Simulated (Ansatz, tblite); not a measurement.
# (ClInSe)3 ring (In₃Se₃Cl₃): a ladder of methods and basis sets

An exercise on one series of results from a longer session: the logs are not shown, and one member is left open.

Method: as each input shows; program: Ansatz 0.2.0, Gaussian basis.

Plan: GFN1-xTB, GFN2-xTB, PBE-D4/def2-TZVP, r2SCAN-D4/def2-TZVP, B3LYP-D4/def2-TZVP, r2SCAN0-D4/def2-TZVP, revPBE-D4/def2-TZVP, PBE+5HF/def2-SVP, PBE+10HF/def2-SVP, PBE+15HF/def2-SVP, PBE+35HF/def2-SVP, PBE+50HF/def2-SVP, PBE-D4/def2-SVP, PBE0-D4/def2-SVP, CCSD(T)/def2-SVP, MP2/def2-TZVP, RPA/def2-TZVP.

1 further run of the same task is left out (set aside as unsound or not needed).

## The relaxed structure

The singlet was relaxed beforehand with PBE-D4/def2-SVP.

9 atoms, charge 0, spin multiplicity 1.

Bond lengths: In1–Cl2 2.368 Å, In1–Se3 2.531 Å, In1–Se9 2.531 Å, Se3–In4 2.530 Å, In4–Cl5 2.368 Å, In4–Se6 2.531 Å, Se6–In7 2.531 Å, In7–Cl8 2.368 Å, In7–Se9 2.530 Å. Angles: Cl2–In1–Se3 111.0°, Cl2–In1–Se9 111.0°, Se3–In1–Se9 137.9°, In1–Se3–In4 102.1°, Se3–In4–Cl5 111.1°, Se3–In4–Se6 137.9°, Cl5–In4–Se6 111.0°, In4–Se6–In7 102.1°, Se6–In7–Cl8 111.1°, Se6–In7–Se9 137.9°, Cl8–In7–Se9 111.0°, In1–Se9–In7 102.1°.

In takes a core potential in the def2 sets. No spin-orbit coupling is included.

PBE0-D4/def2-TZVP was run before; its log isn't repeated, and its numbers join the tables.

The first run:

Tight binding, by tblite at 300 K electronic temperature and without a spin-polarisation term:

```python
tblite.interface.Calculator('GFN1-xTB', numbers, positions, charge=0, uhf=0).singlepoint()
```

Tight binding, by tblite at 300 K electronic temperature and without a spin-polarisation term:

```python
tblite.interface.Calculator('GFN2-xTB', numbers, positions, charge=0, uhf=0).singlepoint()
```

start.molden holds the orbitals of an earlier run on this state, given as this run's starting guess.

in.yaml

```yaml
crystal:
  periodic: [false, false, false]
  atoms:
    - {symbol: In, position_ang: [-2.248102, 0.180626, -0.279047]}
    - {symbol: Cl, position_ang: [-4.590325, 0.370045, -0.570122]}
    - {symbol: Se, position_ang: [-1.337564, -1.827962, -1.520047]}
    - {symbol: In, position_ang: [1.131013, -1.712590, -0.975855]}
    - {symbol: Cl, position_ang: [2.313360, -3.492970, -1.995232]}
    - {symbol: Se, position_ang: [2.697226, -0.220470, 0.338817]}
    - {symbol: In, position_ang: [1.114741, 1.525658, 1.262411]}
    - {symbol: Cl, position_ang: [2.277949, 3.124342, 2.565675]}
    - {symbol: Se, position_ang: [-1.358287, 2.053312, 1.173399]}
basis:
  gaussian: {orbitals: def2-TZVP, fitting: {mean_field: def2-universal-jkfit}, initial_orbitals: start.molden}
hamiltonian: {xc: pbe, dispersion: d4}
scf: {omitted_lower_state_checks: [starts]}
output: {forces: true, orbitals: {seedname: orbitals}}
```

Launch:

```sh
$ ansatz run in.yaml --threads 2 --pin off --events-out ev --progress --plain --max-ram 31744MiB --backend cuda --devices 0, --max-vram 18GiB
```

Steps of the session up to this table: PBE-D4/def2-TZVP; r2SCAN-D4/def2-TZVP; B3LYP-D4/def2-TZVP; r2SCAN0-D4/def2-TZVP; revPBE-D4/def2-TZVP; PBE+5HF/def2-SVP; PBE+10HF/def2-SVP; PBE+15HF/def2-SVP; PBE+35HF/def2-SVP; PBE+50HF/def2-SVP; PBE-D4/def2-SVP; PBE0-D4/def2-SVP; CCSD(T)/def2-SVP; MP2/def2-TZVP; RPA/def2-TZVP.

One table of the session follows, with a row left open; its other results are not shown here.

It belongs to the step «Binding energy». 

| method | binding an atom (eV) |
| --- | --- |
| HF/def2-SVP | 1.812 |
| HF/def2-TZVP | 1.841 |
| PBE-D4/def2-SVP | 2.790 |
| PBE-D4/def2-TZVP | 2.798 |
| revPBE-D4/def2-TZVP | ? |
| r2SCAN-D4/def2-TZVP | 2.793 |
| B3LYP-D4/def2-TZVP | 2.627 |
| PBE0-D4/def2-SVP | 2.729 |
| PBE0-D4/def2-TZVP | 2.752 |
| r2SCAN0-D4/def2-TZVP | 2.719 |
| RPA/def2-TZVP | 2.396 |
| MP2/def2-SVP | 2.632 |
| MP2/def2-TZVP | 2.776 |
| CCSD/def2-SVP | 2.403 |
| CCSD(T)/def2-SVP | 2.479 |

Q: Estimate the row for revPBE-D4/def2-TZVP from the others.

The run gave: binding an atom (eV): 2.658. In the column «binding an atom (eV)» it lies between MP2/def2-SVP (2.632) and r2SCAN0-D4/def2-TZVP (2.719).

Limits of these values: Free atoms were run apart at each level; binding is atoms less cluster, divided by the number of atoms, without zero-point or spin-orbit terms.
